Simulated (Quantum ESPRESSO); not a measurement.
Runs of Quantum ESPRESSO 7.5 on MnPt2. It takes space group P-3m1 (No. 164, trigonal). The conventional cell has a = 2.858 Å, b = 2.858 Å, c = 6.533 Å, α = 90.00°, β = 90.00°, γ = 120.00°. Pt (site symmetry 3m) has 3 Mn at 2.64 Å and 9 Pt at 2.86 to 2.91 Å as nearest neighbours. Mn (site symmetry -3m) is surrounded by 6 Pt at 2.64 Å and 6 Mn at 2.86 Å. The cell comes from a database or a generator and needn't be the stable form of this composition.

| task | level | potentials or basis | cutoff (eV) | gap on the mesh (eV) | pressure (GPa) | moment (μB) | V0 of scaled cells (Å³/atom) | B0 (GPa) | largest force (eV/Å) |
| --- | --- | --- | --- | --- | --- | --- | --- | --- | --- |
| equation of state | PBEsol | GBRV 1.5 PBEsol | 612 | - | - | - | (a) | 193 | - |
| single point | PBE | SSSP 1.3 efficiency PBE | 884 | none | -0.9 | 4.58 | - | - | 0.04 |
| band structure | PBEsol | PseudoDojo 0.4 SR PBEsol stringent | 1769 | none | (b) | 4.49 | - | - | (c) |
| band structure | PBEsol | PseudoDojo 0.4.1 SR PBEsol standard | 1306 | none | -8.9 | 4.57 | - | - | 0.05 |
| band structure | PBEsol | GBRV 1.5 PBEsol | 612 | none | -9.7 | 4.55 | - | - | 0.04 |
| equation of state | PBE | SSSP 1.3 efficiency PBE | 884 | - | - | - | 15.36 | 180 | - |

Alike in all rows: spin collinear, ferromagnetic start; cell as given; k mesh 11 × 11 × 4; smearing fermi-dirac 0.05 eV.

Question: Estimate the missing entries.

Answer: (a) 14.62; (b) -9.6; (c) 0.02.

Caveats: the cell was scaled at fixed shape and fractional positions, which overstates the stiffness of a crystal with free parameters, most of all of layers and chains (some runs).

A k mesh can miss the band edges, and the runs leave out spin-orbit coupling on Pt.

A gap of «none» marks a metal or a gap under the smearing width.

Not every run made on this cell is shown here.
